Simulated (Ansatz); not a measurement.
# Ca3Mg: the cost of one run

Computed with Ansatz 0.2.0 (reference: DFT r2SCAN, plane waves, PAW, scalar-relativistic, no spin polarisation, unless a step's input says otherwise).

1 further run of the same task is left out (set aside as unsound or not needed).

### 1 Starting point

The structure is tetragonal, space group I4/mmm (No. 139). The conventional cell has a = 5.065 Å, b = 5.065 Å, c = 9.815 Å, α = 90.00°, β = 90.00°, γ = 90.00°. Mg (site symmetry 4/mmm) is surrounded by 12 Ca at 3.53 to 3.58 Å. Around Ca (site symmetry 4/mmm) lie 8 Ca at 3.53 Å and 4 Mg at 3.58 Å. Around Ca (site symmetry -4m2) lie 4 Mg at 3.53 Å and 8 Ca at 3.53 to 3.58 Å.

Structure file:

```cif
data_structure
_symmetry_space_group_name_H-M 'P 1'
_symmetry_Int_Tables_number 1
_cell_length_a 5.0653
_cell_length_b 5.0653
_cell_length_c 6.0755
_cell_angle_alpha 65.364
_cell_angle_beta 65.364
_cell_angle_gamma 90.000
_cell_volume 125.91
loop_
_atom_site_label
_atom_site_type_symbol
_atom_site_fract_x
_atom_site_fract_y
_atom_site_fract_z
_atom_site_occupancy
Mg1 Mg 0.00000 0.00000 0.00000 1
Ca1 Ca 0.50000 0.50000 0.00000 1
Ca2 Ca 0.25000 0.75000 0.50000 1
Ca3 Ca 0.75000 0.25000 0.50000 1
```

### 2 Reference

File input.yaml:

```yaml
crystal:
  lattice:
    - [0.0, 5.065268, 0.0]
    - [5.065268, 0.0, 0.0]
    - [2.532634, 2.532634, -4.907516]
  atoms:
    - { symbol: Mg, position: [0.0, 0.0, 0.0] }
    - { symbol: Ca, position: [0.5, 0.5, 0.0] }
    - { symbol: Ca, position: [0.25, 0.75, 0.5] }
    - { symbol: Ca, position: [0.75, 0.25, 0.5] }
  symmetry: { tolerance: 0.0003 }
kpoints:
  mp_grid: { grid: [4, 4, 4], shift: [0, 0, 0] }
magnetization:
  spin_polarized: false
scf:
  occupations: { method: fermi_dirac }
hamiltonian:
  pseudopotentials: { kind: paw }
  xc: r2scan
basis:
  ecutwfc: 500
output:
  forces: true
  stress: true
  eigenvalues: true
```

The run is started by

```console
> ansatz run input.yaml --threads 1 --pin off --max-ram 2560MiB --backend cpu --events-out ev --progress --plain --runs-dir out
```

Q: Estimate wall time and peak memory on 1 thread of Arm Neoverse V1, shared host.

About 10 s, with a peak of 0.64 GiB.
